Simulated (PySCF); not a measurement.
# One shape, several levels: C2Cl4F2 (1,1,1,2-Tetrachloro-2,2-difluoroethane)

Wanted: a comparison of 3 runs (HF/3-21G, PBE0/def2-SVP, B3LYP/6-31G*) of C2Cl4F2 (1,1,1,2-Tetrachloro-2,2-difluoroethane). The job is set up through a Python script.

The calculation is run with PySCF 2.14.0.

### 1 The structure to begin with

C2Cl4F2: 8 atoms, total charge 0, spin state singlet. As SMILES, `FC(F)(Cl)C(Cl)(Cl)Cl`. The coordinates come from a GFN2-xTB relaxation.

Bond lengths: F1–C2 1.338 Å, C2–F3 1.338 Å, C2–Cl4 1.776 Å, C2–C5 1.538 Å, C5–Cl6 1.774 Å, C5–Cl7 1.767 Å, C5–Cl8 1.767 Å. Some angles: F1–C2–F3 106.4°, F1–C2–Cl4 109.1°, F1–C2–C5 110.7°, F3–C2–Cl4 109.1°, F3–C2–C5 110.7°, Cl4–C2–C5 110.8°, C2–C5–Cl6 108.8°, C2–C5–Cl7 108.9°, C2–C5–Cl8 108.8°, Cl6–C5–Cl7 110.0°.

### 2 Energy and gradient at HF/3-21G (run 1)

run.py reads:

```python
from pyscf import gto, scf

molecule = gto.M(
    atom='''
F      1.746740    -0.357100     0.175480
C      0.617330    -0.072840    -0.483400
F      0.855140     1.047660    -1.175070
Cl     0.259040    -1.390750    -1.618050
C     -0.547410     0.133200     0.499700
Cl    -0.133680     1.457630     1.604950
Cl    -2.002120     0.542140    -0.415890
Cl    -0.795040    -1.359950     1.412270
''',
    charge=0,
    verbose=4,
    max_memory=1860,
    basis='3-21g',
    spin=0,
)

mf = scf.RHF(molecule)
mf.conv_tol = 1e-10
mf.kernel()
if not mf.converged:
    mf = mf.newton().run(mf.mo_coeff, mf.mo_occ)

e_tot = mf.e_tot
print(f'total energy: {e_tot:.8f} hartree')
grad = mf.nuc_grad_method().kernel()
dip = mf.dip_moment()
pop, q = mf.mulliken_pop()
```

The run is started by

```
$ OMP_NUM_THREADS=1 python run.py
```

What it wrote:

```text
PySCF version 2.14.0

[... 64 lines left out ...]
converged SCF energy = -2102.23032390458
total energy: -2102.23032390 hartree
[... 11 lines left out ...]
Dipole moment(X, Y, Z, Debye): -0.58784, -0.18459,  0.19380
[... 97 lines left out ...]
charge of    7Cl =      0.24659
```

Run time: 8.7 s. Hardware: 1 thread of Intel Xeon at 2.70GHz, shared host; peak memory 0.17 GiB.

### 3 Energy and forces at PBE0/def2-SVP (run 2)

geometry.xyz reads:

```xyz
8

F      1.746740    -0.357100     0.175480
C      0.617330    -0.072840    -0.483400
F      0.855140     1.047660    -1.175070
Cl     0.259040    -1.390750    -1.618050
C     -0.547410     0.133200     0.499700
Cl    -0.133680     1.457630     1.604950
Cl    -2.002120     0.542140    -0.415890
Cl    -0.795040    -1.359950     1.412270
```

job.py reads:

```python
from pyscf import gto, dft

mol = gto.M(
    atom='geometry.xyz',
    basis='def2-svp',
    verbose=4,
    max_memory=1860,
    spin=0,
)

mf = dft.RKS(mol, xc='pbe0')
mf.grids.level = 5
mf.conv_tol = 1e-10
mf.kernel()
if not mf.converged:
    mf = mf.newton().run(mf.mo_coeff, mf.mo_occ)

etot = mf.e_tot
print('E(%s) = %.9f' % ('PBE0', etot))
grad = mf.nuc_grad_method().kernel()
mf.analyze()
```

The run is started by

```
$ OMP_NUM_THREADS=1 python job.py
```

What it wrote:

```text
PySCF version 2.14.0

[... 112 lines left out ...]
MO #13  energy= -7.31344264503945  occ= 2
[... 22 lines left out ...]
MO #36  energy= -0.520092187669091 occ= 2
[... 22 lines left out ...]
MO #59  energy= 0.427924380048792  occ= 0
[... 22 lines left out ...]
MO #82  energy= 0.788611885720039  occ= 0
[... 22 lines left out ...]
MO #105 energy= 1.44933194392274   occ= 0
[... 22 lines left out ...]
MO #128 energy= 3.85497388509661   occ= 0
[... 139 lines left out ...]
Dipole moment(X, Y, Z, Debye): -0.55751, -0.12768,  0.23248
```

It took 95 s on 1 thread of Intel Xeon at 2.70GHz, shared host; peak memory 1.4 GiB.

### 4 Energy and gradient at B3LYP/6-31G(d) (Cartesian functions) (run 3)

start.xyz reads:

```xyz
8
C2Cl4F2
F      1.746740    -0.357100     0.175480
C      0.617330    -0.072840    -0.483400
F      0.855140     1.047660    -1.175070
Cl     0.259040    -1.390750    -1.618050
C     -0.547410     0.133200     0.499700
Cl    -0.133680     1.457630     1.604950
Cl    -2.002120     0.542140    -0.415890
Cl    -0.795040    -1.359950     1.412270
```

calc.py reads:

```python
from pyscf import gto, dft

system = gto.M(
    atom='start.xyz',
    basis='6-31g*',
    verbose=4,
    cart=True,
    max_memory=1860,
)

mf = dft.RKS(system, xc='b3lyp')
mf.grids.level = 5
mf.conv_tol = 1e-10
mf.kernel()
if not mf.converged:
    mf = mf.newton().run(mf.mo_coeff, mf.mo_occ)

e_final = mf.e_tot
print('E = %.10f Eh' % e_final)
grad = mf.nuc_grad_method().kernel()
dip = mf.dip_moment()
pop, q = mf.mulliken_pop()
```

The run is started by

```
$ OMP_NUM_THREADS=1 python calc.py
```

What it wrote:

```text
PySCF version 2.14.0

[... 79 lines left out ...]
converged SCF energy = -2116.63950607173
[... 13 lines left out ...]
Dipole moment(X, Y, Z, Debye): -0.32352, -0.05969,  0.14853
[... 145 lines left out ...]
charge of    7Cl =      0.09229
```

Wall time 2 min (1 thread of Intel Xeon at 2.70GHz, shared host); peak memory 1.5 GiB.

### 5 The series

| run | level | integration grid | Cartesian functions | energy (Eh) | dipole moment (D) | HOMO energy (eV) | LUMO energy (eV) | wall time |
| --- | --- | --- | --- | --- | --- | --- | --- | --- |
| 1 | HF/3-21G | – | no | -2102.230324 | 0.65 | -13.05 | 2.76 | 8.7 s |
| 2 | PBE0/def2-SVP | 5 | no | -2115.008923 | 0.62 | -9.03 | -0.55 | 95 s |
| 3 | B3LYP/6-31G* (Cartesian functions) | 5 | yes | -2116.639506 | 0.36 | -8.79 | -1.36 | 2 min |

### 6 What came out

```
                       quantity           value
            run 3: total energy  -2116.63951 Eh
           run 3: dipole moment          0.36 D
             run 3: HOMO energy        -8.79 eV
             run 3: LUMO energy        -1.36 eV
           run 3: HOMO–LUMO gap         7.43 eV
run 3: largest force on an atom      0.958 eV/Å
```

In words: The dipole moment (its size) runs from 0.36 D (B3LYP/6-31G*) to 0.65 D (HF/3-21G). The two ends differ in method and basis. The HOMO–LUMO gap runs from 7.43 eV (B3LYP/6-31G*) to 15.82 eV (HF/3-21G). Totals of different functionals can't be ranked against each other. All runs together took 3.7 min, the longest 2 min.
